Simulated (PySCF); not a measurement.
# GaHBr2 (SMILES [Br][GaH][Br]) at M06-L/def2-SVP

Aim: the vertical ionisation energy of GaHBr2 at M06-L/def2-SVP, from 2 runs. The job is set up through a Python script.

Program for the calculation: PySCF 2.14.0.

7 further runs of the same task are left out: 4 that didn't finish, 3 set aside as unsound or not needed.

### Step 1. The structure to begin with

GaHBr2 has 4 atoms, charge 0, and is taken as a singlet. As SMILES, `[Br][GaH][Br]`. The shape is that of a PBE0-D4/def2-TZVP optimisation.

Bond lengths: Br1–Ga2 2.274 Å, Ga2–Br3 2.274 Å, Ga2–H4 1.549 Å. Angles: Br1–Ga2–Br3 116.0°, Br1–Ga2–H4 122.0°, Br3–Ga2–H4 122.0°.

### Step 2. A single-point energy at M06-L/def2-SVP

Input file input.py:

```python
from pyscf import gto, dft

mol = gto.Mole()
mol.atom = '''
Br  -2.066700   0.047400  -0.609100
Ga   0.130800   0.163600  -0.035600
Br   1.021500  -1.717900   0.879600
H    0.969900   1.446500  -0.255100
'''
mol.basis = 'def2-svp'
mol.spin = 0
mol.verbose = 3
mol.max_memory = 1860
mol.build()

mf = dft.RKS(mol)
mf.xc = 'm06-l'
mf.grids.level = 5
mf.conv_tol = 1e-10
mf.kernel()
if not mf.converged:
    mf = mf.newton().run(mf.mo_coeff, mf.mo_occ)

energy = mf.e_tot
print(f'total energy: {energy:.8f} hartree')
```

Command:

```bash
OMP_NUM_THREADS=1 python input.py
```

The program printed:

```text
converged SCF energy = -7072.75964322176
total energy: -7072.75964322 hartree
```

It took 16 s on 1 thread of Intel Xeon Platinum 8488C (Sapphire Rapids), shared host; peak memory 0.56 GiB.

### Step 3. The doublet cation at the same level

Input file job.py:

```python
from pyscf import gto, dft

molecule = gto.M(
    atom=[
    ('Br', (-2.066700, 0.047400, -0.609100)),
    ('Ga', (0.130800, 0.163600, -0.035600)),
    ('Br', (1.021500, -1.717900, 0.879600)),
    ('H', (0.969900, 1.446500, -0.255100)),
],
    spin=1,
    charge=1,
    max_memory=1860,
    basis='def2-svp',
    verbose=3,
)

mf = dft.UKS(molecule)
mf.xc = 'm06-l'
mf.conv_tol = 1e-10
mf.grids.level = 5
mf.kernel()
if not mf.converged:
    mf = mf.newton().run(mf.mo_coeff, mf.mo_occ)

e_tot = mf.e_tot
print('Final energy', e_tot)
```

Command:

```bash
OMP_NUM_THREADS=1 python job.py
```

The program printed:

```text
WARN: HOMO -0.307482957772171 >= LUMO -0.30748295777217

converged SCF energy = -7072.38486075031  <S^2> = 0.75474333  2S+1 = 2.0047377
Final energy -7072.384860750312
```

Wall time 73 s (1 thread of Intel Xeon Platinum 8488C (Sapphire Rapids), shared host); peak memory 0.57 GiB.

### Step 4. Outcome

Level: M06-L/def2-SVP.

```
                                          quantity           value
                      singlet GaHBr2: total energy  -7072.75964 Eh
                     singlet GaHBr2: dipole moment          1.40 D
                       singlet GaHBr2: HOMO energy        -7.38 eV
                       singlet GaHBr2: LUMO energy        -2.15 eV
                     singlet GaHBr2: HOMO–LUMO gap         5.23 eV
                      doublet cation: total energy  -7072.38486 Eh
doublet cation: HOMO energy (highest over α and β)       -13.25 eV
 doublet cation: LUMO energy (lowest over α and β)       -13.13 eV
                              doublet cation: ⟨S²⟩           0.755
vertical ionisation energy (to the doublet cation)       10.198 eV
```

In words: Removing an electron at fixed nuclei costs 10.20 eV (235 kcal/mol). −ε(HOMO) before ionisation, 7.38 eV, is 2.82 eV below this ionisation energy.
